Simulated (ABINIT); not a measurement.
# HfGe (P4/mmm) in ABINIT: single point with AM05

Aim: the single point of HfGe with AM05.

All numbers are computed with ABINIT 10.8.3 (patched build); they aren't measurements. Logs are shortened: lines on timing, memory, paths and dates and some standing lists are left out, and cuts for length are marked. The log counts tension as positive stress, the text compression.

## 1. The cell of the first run

It takes space group P4/mmm (No. 123, tetragonal). Conventional cell: a = 3.534 Å, b = 3.534 Å, c = 7.000 Å, α = 90.00°, β = 90.00°, γ = 90.00°. Hf (site symmetry 4mm) has 1 Ge at 2.24 Å and 1 Hf at 2.52 Å as nearest neighbours. Around Ge (site symmetry 4/mmm) lie 2 Hf at 2.24 Å and 4 Ge at 2.50 Å. Ge (site symmetry 4/mmm) has 4 Ge at 2.50 Å as nearest neighbours.

The cell was built by a generator and needn't be a form met in nature.

## 2. Single point, AM05 (cell stretched)

Contents of run.abi:

```
pp_dirpath "./"
pseudos "Hf.upf, Ge.upf"

acell 6.6782350343 6.6782350343 13.2276978284
rprim
     1.0000000000     0.0000000000     0.0000000000
     0.0000000000     1.0000000000     0.0000000000
     0.0000000000     0.0000000000     1.0000000000
ntypat 2
znucl 72 32
natom 4
typat 1 1 2 2
xred
     0.5000000000     0.5000000000     0.1797524800
     0.5000000000     0.5000000000     0.8202475200
     0.5000000000     0.5000000000     0.5000000000
     0.0000000000     0.0000000000     0.5000000000
chkprim 0
chksymtnons 0
tolsym 1.0e-6

ecut 39.0

kptopt 1
ngkpt 6 6 3
nshiftk 1
shiftk 0.0 0.0 0.0

ixc -120135

nband 32
occopt 3
tsmear 0.05 eV

nstep 100
tolvrs 1.0e-10

iomode 3
prtwf 0
prteig 0
prtebands 0
prtvol 2
prtden 1
prtvha 1
prtvclmb 1
prtpot 1
prtelf 1
```

Potentials or basis: PseudoDojo NC SR PBEsol v0.4.1 standard.

Command:

```sh
$ abinit run.abi > log 2>&1
```

run.abo:

```text
.Version 10.8.3 of ABINIT
 Symmetries : space group P4/m m m (#123); Bravais tP (primitive tetrag.)
================================================================================
 Values of the parameters that define the memory need of the present run
     intxc =       0    ionmov =       0      iscf =       7    lmnmax =       8
     lnmax =       8     mgfft =      80  mpssoang =       4    mqgrid =    3719
     natom =       4  nloc_mem =       1    nspden =       1   nspinor =       1
    nsppol =       1      nsym =      16    n1xccc =    2501    ntypat =       2
    occopt =       3   xclevel =       2
       mpw =        6885          nfft =      128000          nkpt =          20
================================================================================
================================================================================

--------------------------------------------------------------------------------
------------- Echo of variables that govern the present computation ------------
--------------------------------------------------------------------------------
 -outvars: echo values of preprocessed input variables --------
            acell      6.6782350343E+00  6.6782350343E+00  1.3227697828E+01 Bohr
              amu      1.78490000E+02  7.26100000E+01
          chkprim           0
      chksymtnons           0
             ecut      3.90000000E+01 Hartree
              ixc     -120135
         kptrlatt        6    0    0      0    6    0      0    0    3
          kptrlen      3.96830935E+01
            natom           4
            nband          32
            ngfft          40      40      80
             nkpt          20
            nstep         100
             nsym          16
           ntypat           2
           occopt           3
        prtebands           0
           prteig           0
           prtelf           1
           prtpot           1
         prtvclmb           1
           prtvha           1
           prtvol           2
            prtwf           0
          spgroup         123
           tolsym      1.00000000E-06
           tolvrs      1.00000000E-10
           tsmear      1.83746611E-03 Hartree
            typat      1  1  2  2
           xangst      1.7669848934E+00  1.7669848934E+00  1.2582307334E+00
                       1.7669848934E+00  1.7669848934E+00  5.7415655053E+00
                       1.7669848934E+00  1.7669848934E+00  3.4998981194E+00
                       0.0000000000E+00  0.0000000000E+00  3.4998981194E+00
            xcart      3.3391175171E+00  3.3391175171E+00  2.3777114893E+00
                       3.3391175171E+00  3.3391175171E+00  1.0849986339E+01
                       3.3391175171E+00  3.3391175171E+00  6.6138489142E+00
                       0.0000000000E+00  0.0000000000E+00  6.6138489142E+00
             xred      5.0000000000E-01  5.0000000000E-01  1.7975248000E-01
                       5.0000000000E-01  5.0000000000E-01  8.2024752000E-01
                       5.0000000000E-01  5.0000000000E-01  5.0000000000E-01
                       0.0000000000E+00  0.0000000000E+00  5.0000000000E-01
            znucl       72.00000   32.00000

================================================================================

 chkinp: Checking input parameters for consistency.

================================================================================
== DATASET  1 ==================================================================

--- !DatasetInfo
iteration_state: {dtset: 1, }
dimensions: {natom: 4, nkpt: 20, mband: 32, nsppol: 1, nspinor: 1, nspden: 1, mpw: 6885, }
cutoff_energies: {ecut:  39.0, pawecutdg:  -1.0, }
electrons: {nelect:   5.20000000E+01, charge:   0.00000000E+00, occopt:   3.00000000E+00, tsmear:   1.83746611E-03, }
meta: {optdriver: 0, ionmov: 0, optcell: 0, iscf: 7, paral_kgb: 0, }
...

 Real(R)+Recip(G) space primitive vectors, cartesian coordinates (Bohr,Bohr^-1):
 R(1)=  6.6782350  0.0000000  0.0000000  G(1)=  0.1497402  0.0000000  0.0000000
 R(2)=  0.0000000  6.6782350  0.0000000  G(2)=  0.0000000  0.1497402  0.0000000
 R(3)=  0.0000000  0.0000000 13.2276978  G(3)=  0.0000000  0.0000000  0.0755989
 Unit cell volume ucvol=  5.8993976E+02 bohr^3
 Angles (23,13,12)=  9.00000000E+01  9.00000000E+01  9.00000000E+01 degrees

 getcut: wavevector=  0.0000  0.0000  0.0000  ngfft=  40  40  80
         ecut(hartree)=     39.000   => boxcut(ratio)=   2.13059

--- Pseudopotential description ------------------------------------------------
- pspini: atom type   1  psp file is ./Hf.upf
12 -116133 3 -1 1656                          pspcod,pspxc,lmax,lloc,mmax
     nproj     2     2     2     2

- pspini: atom type   2  psp file is ./Ge.upf
12 -116133 2 -1 1560                          pspcod,pspxc,lmax,lloc,mmax
[... 105 lines left out ...]
  5.68E-17 2.39E-17 6.02E-17 1.50E-17 1.43E-17 1.58E-16 3.13E-17 2.60E-17
  2.55E-17 5.78E-17 1.51E-16 1.83E-16 1.76E-16 2.32E-16 1.05E-15 6.23E-15
  2.87E-15 8.00E-15 1.33E-13 9.07E-11 3.11E-10 3.73E-05 2.47E-04 8.53E-04
   0.5000  0.0000  0.0000    1  5.56475E-05 kpt; spin; max resid(k); each band:
  8.10E-17 7.00E-17 2.14E-16 1.62E-16 1.76E-17 8.74E-17 2.49E-17 2.13E-16
[... 68 lines left out ...]
   0.3333  0.3333  0.3333    1  1.23902E-06 kpt; spin; max resid(k); each band:
  8.65E-17 8.28E-17 1.63E-16 9.13E-17 9.33E-17 7.79E-17 6.96E-17 3.04E-16
  7.61E-17 7.26E-18 5.66E-17 5.64E-17 2.69E-17 4.24E-17 1.73E-16 6.84E-17
  7.67E-18 1.13E-16 1.32E-16 1.33E-16 1.22E-16 4.46E-16 3.04E-16 4.27E-16
  3.80E-16 4.07E-16 1.23E-13 1.69E-13 1.10E-13 2.83E-08 1.09E-07 1.24E-06
   0.5000  0.3333  0.3333    1  6.34926E-06 kpt; spin; max resid(k); each band:
  6.25E-17 5.64E-17 1.56E-16 1.36E-16 8.86E-17 6.09E-17 7.37E-17 3.07E-16
  7.01E-17 8.44E-17 4.91E-18 5.02E-17 5.15E-17 6.55E-17 6.26E-17 2.19E-16
  2.06E-18 8.82E-17 2.29E-16 3.99E-17 1.95E-16 8.81E-17 5.59E-16 4.79E-16
  2.32E-16 2.37E-16 6.37E-15 2.78E-14 2.11E-13 3.33E-09 4.97E-06 6.35E-06
   0.5000  0.5000  0.3333    1  2.52272E-05 kpt; spin; max resid(k); each band:
  4.72E-17 2.91E-17 1.57E-16 1.71E-16 1.49E-16 6.82E-17 5.43E-17 3.08E-16
  7.91E-17 9.70E-17 3.33E-19 6.05E-17 6.05E-17 7.35E-17 7.35E-17 2.26E-16
  2.83E-19 9.78E-17 2.80E-16 2.65E-17 1.56E-16 9.95E-17 6.08E-16 5.77E-16
  3.97E-16 3.46E-16 6.65E-14 1.07E-12 1.69E-12 3.43E-09 2.52E-05 6.47E-06
 reduced coordinates (array xred) for    4 atoms
       0.500000000000      0.500000000000      0.179752480000
       0.500000000000      0.500000000000      0.820247520000
       0.500000000000      0.500000000000      0.500000000000
       0.000000000000      0.000000000000      0.500000000000
 rms dE/dt=  3.4416E-01; max dE/dt=  8.4302E-01; dE/dt below (all hartree)
    1       0.000000000000      0.000000000000      0.843022234843
    2       0.000000000000      0.000000000000     -0.843022234843
    3       0.000000000000      0.000000000000      0.000000000000
    4       0.000000000000      0.000000000000      0.000000000000

 cartesian coordinates (angstrom) at end:
    1      1.76698489340404     1.76698489340404     1.25823073341028
    2      1.76698489340404     1.76698489340404     5.74156550534136
    3      1.76698489340404     1.76698489340404     3.49989811937582
    4      0.00000000000000     0.00000000000000     3.49989811937582

 cartesian forces (hartree/bohr) at end:
    1     -0.00000000000000    -0.00000000000000    -0.06373159152704
    2     -0.00000000000000    -0.00000000000000     0.06373159152704
    3     -0.00000000000000    -0.00000000000000    -0.00000000000000
    4     -0.00000000000000    -0.00000000000000    -0.00000000000000
 frms,max,avg= 2.6018313E-02 6.3731592E-02   0.000E+00  0.000E+00  0.000E+00 h/b

 cartesian forces (eV/Angstrom) at end:
    1     -0.00000000000000    -0.00000000000000    -3.27721020209947
    2     -0.00000000000000    -0.00000000000000     3.27721020209947
    3     -0.00000000000000    -0.00000000000000    -0.00000000000000
    4     -0.00000000000000    -0.00000000000000    -0.00000000000000
 frms,max,avg= 1.3379155E+00 3.2772102E+00   0.000E+00  0.000E+00  0.000E+00 e/A
 length scales=  6.678235034300  6.678235034300 13.227697828400 bohr
              =  3.533969786808  3.533969786808  6.999796238752 angstroms
 Fermi (or HOMO) energy (hartree) =   0.27246   Average Vxc (hartree)=  -0.41100
 Eigenvalues (hartree) for nkpt=  20  k points:
 kpt#   1, nband= 32, wtk=  0.00926, kpt=  0.0000  0.0000  0.0000 (reduced coord)
  -2.01378   -2.00822   -0.89589   -0.86044   -0.86044   -0.85404   -0.85404   -0.84173
  -0.64430   -0.63982   -0.63714   -0.63513   -0.63513   -0.62694   -0.62582   -0.62582
  -0.62266   -0.61867   -0.20762    0.08121    0.12544    0.15500    0.17520    0.17520
   0.23779    0.25375    0.28575    0.34382    0.34382    0.35535    0.39332    0.39369
      occupation numbers for kpt#   1
   2.00000    2.00000    2.00000    2.00000    2.00000    2.00000    2.00000    2.00000
   2.00000    2.00000    2.00000    2.00000    2.00000    2.00000    2.00000    2.00000
   2.00000    2.00000    2.00000    2.00000    2.00000    2.00000    2.00000    2.00000
   2.00000    1.99992    0.00144    0.00000    0.00000    0.00000    0.00000    0.00000
 kpt#   2, nband= 32, wtk=  0.03704, kpt=  0.1667  0.0000  0.0000 (reduced coord)
  -2.01374   -2.00818   -0.89573   -0.86177   -0.86033   -0.85524   -0.85395   -0.84162
  -0.64315   -0.63916   -0.63656   -0.63501   -0.63494   -0.62732   -0.62608   -0.62600
  -0.62303   -0.62012   -0.19595    0.07085    0.09420    0.14123    0.18686    0.21742
   0.24973    0.26031    0.28684    0.31579    0.33797    0.36827    0.38537    0.38684
      occupation numbers for kpt#   2
   2.00000    2.00000    2.00000    2.00000    2.00000    2.00000    2.00000    2.00000
[... 168 lines left out ...]
      occupation numbers for kpt#  19
   2.00000    2.00000    2.00000    2.00000    2.00000    2.00000    2.00000    2.00000
   2.00000    2.00000    2.00000    2.00000    2.00000    2.00000    2.00000    2.00000
   2.00000    2.00000    2.00000    2.00000    2.00000    2.00000    2.00000    2.00000
   2.00000    2.00000    0.00003    0.00000    0.00000    0.00000    0.00000    0.00000
 kpt#  20, nband= 32, wtk=  0.01852, kpt=  0.5000  0.5000  0.3333 (reduced coord)
  -2.01343   -2.00795   -0.89248   -0.86524   -0.86524   -0.85819   -0.85819   -0.84410
  -0.64153   -0.63748   -0.63619   -0.63581   -0.63581   -0.62562   -0.62562   -0.62459
  -0.62373   -0.62306   -0.02747   -0.00727    0.04315    0.04315    0.16870    0.18895
   0.23392    0.23392    0.28988    0.33039    0.33039    0.38958    0.42772    0.43831
      occupation numbers for kpt#  20
   2.00000    2.00000    2.00000    2.00000    2.00000    2.00000    2.00000    2.00000
   2.00000    2.00000    2.00000    2.00000    2.00000    2.00000    2.00000    2.00000
   2.00000    2.00000    2.00000    2.00000    2.00000    2.00000    2.00000    2.00000
   2.00000    2.00000    0.00015    0.00000    0.00000    0.00000    0.00000    0.00000
 Total charge density [el/Bohr^3]
)     Maximum=    2.0239E+00  at reduced coord.    0.9250    0.9250    0.5000
)Next maximum=    2.0239E+00  at reduced coord.    0.0750    0.9250    0.5000
)     Minimum=    1.0390E-04  at reduced coord.    0.0000    0.0000    0.5000
)Next minimum=    1.1514E-04  at reduced coord.    0.5000    0.5000    0.5000
   Integrated=    5.2000E+01

--- !EnergyTerms
iteration_state     : {dtset: 1, }
comment             : Components of total free energy in Hartree
kinetic             :  1.63174759594742E+02
hartree             :  8.86905753760221E+01
xc                  : -7.13032145744315E+01
Ewald energy        : -1.58246216485875E+02
psp_core            :  9.31835045079154E+00
local_psp           : -2.33458298800420E+02
non_local_psp       : -8.88414612925353E+01
internal            : -2.90665505731707E+02
'-kT*entropy'       : -9.12088144810279E-04
total_energy        : -2.90666417819851E+02
total_energy_eV     : -7.90943616403167E+03
band_energy         : -2.89845811676200E+01
...

 Cartesian components of stress tensor (hartree/bohr^3)
  sigma(1 1)=  8.89086976E-05  sigma(3 2)=  0.00000000E+00
  sigma(2 2)=  8.89086976E-05  sigma(3 1)=  0.00000000E+00
  sigma(3 3)= -1.55973614E-03  sigma(2 1)=  0.00000000E+00

-Cartesian components of stress tensor (GPa)         [Pressure=  1.3552E+01 GPa]
- sigma(1 1)=  2.61578419E+00  sigma(3 2)=  0.00000000E+00
- sigma(2 2)=  2.61578419E+00  sigma(3 1)=  0.00000000E+00
- sigma(3 3)= -4.58890215E+01  sigma(2 1)=  0.00000000E+00

== END DATASET(S) ==============================================================
================================================================================

 -outvars: echo values of variables after computation  --------
            acell      6.6782350343E+00  6.6782350343E+00  1.3227697828E+01 Bohr
           etotal     -2.9066641782E+02
            fcart     -0.0000000000E+00 -0.0000000000E+00 -6.3731591527E-02
                      -0.0000000000E+00 -0.0000000000E+00  6.3731591527E-02
                      -0.0000000000E+00 -0.0000000000E+00 -0.0000000000E+00
                      -0.0000000000E+00 -0.0000000000E+00 -0.0000000000E+00
           strten      8.8908697601E-05  8.8908697601E-05 -1.5597361374E-03
                       0.0000000000E+00  0.0000000000E+00  0.0000000000E+00
           xangst      1.7669848934E+00  1.7669848934E+00  1.2582307334E+00
                       1.7669848934E+00  1.7669848934E+00  5.7415655053E+00
                       1.7669848934E+00  1.7669848934E+00  3.4998981194E+00
                       0.0000000000E+00  0.0000000000E+00  3.4998981194E+00
             xred      5.0000000000E-01  5.0000000000E-01  1.7975248000E-01
                       5.0000000000E-01  5.0000000000E-01  8.2024752000E-01
                       5.0000000000E-01  5.0000000000E-01  5.0000000000E-01
                       0.0000000000E+00  0.0000000000E+00  5.0000000000E-01
 Calculation completed.
```

It took 4.4 min on 1 thread of Intel Xeon Platinum 8375C at 2.90GHz (Ice Lake), shared host; peak memory 0.15 GiB.

What came out:

| Property | Result |
| --- | --- |
| Free energy | -7909.4362 eV |
| Pressure | 13.6 GPa |
| Largest force | 3.277 eV/Å |
| Band gap on the k mesh | none (metal or under the smearing width) |
| Valence electrons inside the program's atomic spheres | Hf 8.51; Ge 11.85, 11.51 |

Forces in eV/Å, atoms in the order of the input:
```
Hf   0.000  0.000 -3.277
Hf   0.000  0.000  3.277
Ge   0.000  0.000  0.000
Ge   0.000  0.000  0.000
```

Caveat: the potentials were made for another functional, which shifts forces and pressure. The run has no spin-orbit coupling, so splittings on Hf are missing.
